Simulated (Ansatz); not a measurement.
# H5NO3Si: molecular dynamics

Aim: follow the molecule's vibrations and see whether its bonds hold. The start is relaxed first. Runs: 500 steps of 0.5 fs under a Langevin thermostat at 200 K. SMILES of the start: N[Si](O)(O)O.

All numbers below are computed with Ansatz 0.2.0 (RKS PBE0-D4/def2-SVP).

**1. The structure to begin with**

Bond lengths: Si1–N2 1.820 Å, N2–H3 1.060 Å, N2–H4 1.060 Å, Si1–O5 1.680 Å, O5–H6 1.010 Å, Si1–O7 1.679 Å, O7–H8 1.010 Å, Si1–O9 1.679 Å, O9–H10 1.010 Å. Angles: Si1–N2–H3 120.0°, Si1–N2–H4 120.0°, H3–N2–H4 120.0°, N2–Si1–O5 109.4°, N2–Si1–O7 109.5°, N2–Si1–O9 109.5°, O5–Si1–O7 109.5°, O5–Si1–O9 109.5°, O7–Si1–O9 109.5°, Si1–O5–H6 109.5°, Si1–O7–H8 109.5°, Si1–O9–H10 109.5°.

As a file:

```xyz
10

Si    0.0000    0.0000    0.0000
N     0.0000    0.0000    1.8200
H    -0.8770   -0.2713    2.3500
H     0.8770    0.2713    2.3500
O     1.5842    0.0000   -0.5594
H     1.9006   -0.9521   -0.6761
O    -0.7913    1.3709   -0.5594
H    -1.7491    1.1401   -0.7818
O    -0.7913   -1.3709   -0.5594
H    -1.2459   -1.8365    0.2129
```

**2. Relaxing the start**

Contents of input.yaml:

```yaml
crystal:
  periodic: [false, false, false]
  atoms:
    - { symbol: Si, position_ang: [0.0, 0.0, 0.0] }
    - { symbol: "N", position_ang: [0.0, 0.0, 1.82] }
    - { symbol: H, position_ang: [-0.877, -0.2713, 2.35] }
    - { symbol: H, position_ang: [0.877, 0.2713, 2.35] }
    - { symbol: O, position_ang: [1.5842, 0.0, -0.5594] }
    - { symbol: H, position_ang: [1.9006, -0.9521, -0.6761] }
    - { symbol: O, position_ang: [-0.7913, 1.3709, -0.5594] }
    - { symbol: H, position_ang: [-1.7491, 1.1401, -0.7818] }
    - { symbol: O, position_ang: [-0.7913, -1.3709, -0.5594] }
    - { symbol: H, position_ang: [-1.2459, -1.8365, 0.2129] }
basis:
  gaussian: { orbitals: def2-SVP }
hamiltonian:
  xc: pbe0
  dispersion: d4
relax:
  f_tol: 0.02
  max_steps: 40
```

The run is started by

```bash
> ansatz run input.yaml --threads 2 --pin off --max-ram 3072MiB --backend cpu --events-out ev --progress --plain --runs-dir out
```

The runs that follow: The run.

**Question.** What will these runs give? Wanted: relaxation of the start; temperature, first and last step; temperature, second half; potential energy, second half; bonds formed or broken.

**Answer**, as computed:

| quantity | value |
| --- | --- |
| relaxation of the start | 25 moves, 0.764 eV lower |
| length | 500 steps of 0.5 fs |
| temperature, first and last step | 180 and 191 K |
| temperature, second half | mean 171 K, from 82 to 247 K |
| potential energy, second half | +19 meV/atom from the start |
| bonds formed or broken | 0 |

Against a set 200 K the second half averages 171 K with a spread of 30 K; 19 meV/atom has gone into potential energy, and a thermostat that acts over some 100 fs has not made it up in 250 fs. The bonding pattern survives the run. Averages from a run of 250 fs with 10 atoms are rough. The nuclei move classically, without zero-point motion, which matters most for hydrogen.
